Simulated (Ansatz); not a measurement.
# CH6Sn: the cost of one run

Method: RKS PBE-D4/def2-SVP, in Ansatz 0.2.0.

**1. The starting structure**

Bond lengths: Sn1–C3 2.535 Å, H2–C3 1.116 Å, Sn1–H5 1.823 Å, Sn1–H6 1.829 Å, C3–H7 1.073 Å, C3–H8 1.073 Å. Angles: Sn1–C3–H2 62.4°, Sn1–C3–H7 113.7°, Sn1–C3–H8 113.0°, H2–C3–H7 119.2°, H2–C3–H8 119.6°, H7–C3–H8 116.5°, C3–Sn1–H5 85.5°, C3–Sn1–H6 85.1°, H5–Sn1–H6 86.8°.

Coordinates:

```xyz
8

Sn   -0.6275    1.6254    0.4281
H    -0.1290   -0.5358    0.0680
C     0.8487   -0.2633   -0.3971
H     0.1823   -1.4522   -0.1511
H    -1.9665    0.7827   -0.4785
H    -1.0093    0.5070    1.8238
H     1.7507   -0.3846    0.1715
H     0.9506   -0.2791   -1.4647
```

**2. Pulling towards end A**

Springs on the bonds that form and break draw the guess towards this end; the thresholds are loose.

File input.yaml:

```yaml
crystal:
  periodic: [false, false, false]
  atoms:
    - { symbol: Sn, position_ang: [-0.6275, 1.6254, 0.4281] }
    - { symbol: H, position_ang: [-0.129, -0.5358, 0.068] }
    - { symbol: C, position_ang: [0.8487, -0.2633, -0.3971] }
    - { symbol: H, position_ang: [0.1823, -1.4522, -0.1511] }
    - { symbol: H, position_ang: [-1.9665, 0.7827, -0.4785] }
    - { symbol: H, position_ang: [-1.0093, 0.507, 1.8238] }
    - { symbol: H, position_ang: [1.7507, -0.3846, 0.1715] }
    - { symbol: H, position_ang: [0.9506, -0.2791, -1.4647] }
basis:
  gaussian: { orbitals: def2-SVP }
hamiltonian:
  xc: pbe
  dispersion: d4
relax:
  f_tol: 0.15
  max_steps: 25
  restrain:
    - { distance: [3, 1], at: 1.92, k: 30.0 }
    - { distance: [0, 1], at: 1.7, k: 30.0 }
    - { distance: [3, 2], at: 1.07, k: 30.0 }
```

On the command line:

```console
$ ansatz run input.yaml --threads 1 --pin off --max-ram 2048MiB --backend cpu --events-out ev --progress --plain --runs-dir out
```

**Question.** How long does this run take on 1 thread of Arm Neoverse V2, shared host, and how much memory does it need?

About 22 s, with a peak of 0.12 GiB.
